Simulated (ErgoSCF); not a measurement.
# SnH2Cl (SMILES [Cl][SnH2]): UPBE0/3-21G

What is the vertical doublet–quartet gap of SnH2Cl at UPBE0/3-21G? 

The calculation is run with ErgoSCF 3.8.

7 further runs of the same task are left out: 7 set aside as unsound or not needed.

### Step 1. The molecule

The species is SnH2Cl (4 atoms), meant as a doublet with charge 0. As SMILES, `[Cl][SnH2]`. Geometry: relaxed at PBE0-D4/def2-TZVP.

Bond lengths: Cl1–Sn2 2.343 Å, Sn2–H3 1.723 Å, Sn2–H4 1.723 Å. Angles: Cl1–Sn2–H3 105.0°, Cl1–Sn2–H4 105.0°, H3–Sn2–H4 111.9°.

### Step 2. The energy at UPBE0/3-21G

Contents of ergo.in:

```
set_nthreads("env")
basis = "3-21G"
scf.output_mulliken_pop = 1
use_6_d_functions = 1
scf.use_diagonalization = 1
scf.convergence_threshold = 1e-06
spin_polarization = 1
tmpdir = "."
scf.max_number_of_iterations = 100
molecule_inline Angstrom
Cl -1.882600 0.398400 -0.585000
Sn 0.380000 -0.179600 -0.397100
H  0.412500 -1.500000 0.709600
H  1.145500 1.221000 0.252100
EOF
run "PBE0"
```

Started as:

```bash
$ ergo < ergo.in
```

The log of the run:

```text
[...]
INMA  use_6_d_functions := 1
[...]
INSC Energy   1 =      -5629.76903158764
[...]
INDE E_LUMO =         -0.13447800715
[...]
INSC Energy  16 =      -6457.87505737027  ( diff     -0.000000000207365 )
[...]
RESC CONVERGED after  16 iterations.
RESC FINAL ENERGY:      -6457.87505737027
RESC FINAL <S2> =          0.75077652108
[...]
INSC SCF: dipole_moment_x [atomic units] =       1.26993053
INSC SCF: dipole_moment_y [atomic units] =      -0.33734358
INSC SCF: dipole_moment_z [atomic units] =       0.02845087
[...]
```

Wall time 12 s (1 thread of Arm Neoverse V2, shared host).

### Step 3. The quartet

Contents of run.inp:

```
set_nthreads(1)
spin_polarization = 3
tmpdir = "."
use_6_d_functions = 1
basis = "3-21G"
scf.max_number_of_iterations = 100
scf.output_mulliken_pop = 1
scf.use_diagonalization = 1
scf.convergence_threshold = 1e-06
molecule_inline Angstrom
Cl      -1.882600       0.398400      -0.585000
Sn       0.380000      -0.179600      -0.397100
H        0.412500      -1.500000       0.709600
H        1.145500       1.221000       0.252100
EOF
run "PBE0"
```

Started as:

```bash
$ ergo run.inp
```

The log of the run:

```text
[...]
INMA  use_6_d_functions := 1
[...]
INSC Energy   1 =      -5629.85531910984
[...]
INDE E_LUMO =         -0.26750189741
[...]
INSC Energy  23 =      -6457.65659251116  ( diff     -0.000000000334694 )
[...]
RESC CONVERGED after  23 iterations.
RESC FINAL ENERGY:      -6457.65659251116
RESC FINAL <S2> =          3.75422813615
[...]
INSC SCF: dipole_moment_x [atomic units] =       0.02646143
INSC SCF: dipole_moment_y [atomic units] =       0.02938655
INSC SCF: dipole_moment_z [atomic units] =       0.21701932
[...]
```

It took 17 s on 1 thread of Arm Neoverse V2, shared host.

### Step 4. Results

Level: UPBE0/3-21G.

```
                                        quantity           value
                           doublet: total energy  -6457.87506 Eh
                          doublet: dipole moment          3.34 D
                                   doublet: ⟨S²⟩           0.751
                           quartet: total energy  -6457.65659 Eh
                          quartet: dipole moment          0.56 D
                                   quartet: ⟨S²⟩           3.754
vertical energy of the quartet above the doublet        5.945 eV
```

**Reading.** At this shape the quartet lies 5.94 eV (137 kcal/mol) above the doublet. Relativity is left out (doublet) although the molecule holds a heavy atom. Mulliken charges (quartet) run from -0.05 on Cl1 to +0.08 on Sn2. Relativity is left out (quartet) although the molecule holds a heavy atom.
